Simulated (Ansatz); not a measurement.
**The bromine atom: basis-set convergence**

How large a basis does the bromine atom need? Two functionals are run in growing sets.

The runs use Ansatz 0.2.0, Gaussian basis; one geometry, several basis sets.

Levels to be run: PBE0/def2-SVP; ωB97M-V/def2-SVP; PBE0/def2-QZVPP; ωB97M-V/def2-QZVPP; the functionals' def2-TZVPP values are taken from earlier runs.

**1. The atom**

SMILES `[Br]`, 1 atom, charge 0, spin multiplicity 2.

**2. PBE0 in def2-SVP**

File in.yaml:

```yaml
crystal:
  periodic: [false, false, false]
  atoms:
    - {symbol: Br, position_ang: [0.000000, 0.000000, 0.000000]}
basis:
  gaussian: {orbitals: def2-SVP}
magnetization: {spin_polarized: true, initial_magnetization: 1}
hamiltonian: {xc: pbe0}
output: {orbitals: {seedname: orbitals}}
```

Further steps of the session: ωB97M-V in def2-SVP; PBE0 in def2-QZVPP; ωB97M-V in def2-QZVPP.

Q: Predict the results of all the runs planned. Wanted: PBE0: double and triple zeta above quadruple; ωB97M-V: double and triple zeta above quadruple.

**Answer**, as computed:

```
                                       quantity          value
   PBE0: double and triple zeta above quadruple  9.94, 1.43 eV
ωB97M-V: double and triple zeta above quadruple  9.86, 1.39 eV
```

For PBE0 the step from double to triple zeta gains 8.51 eV and the next only 1.43 eV. These are total energies; as a rule much of such shifts cancels in differences, which this series doesn't test.
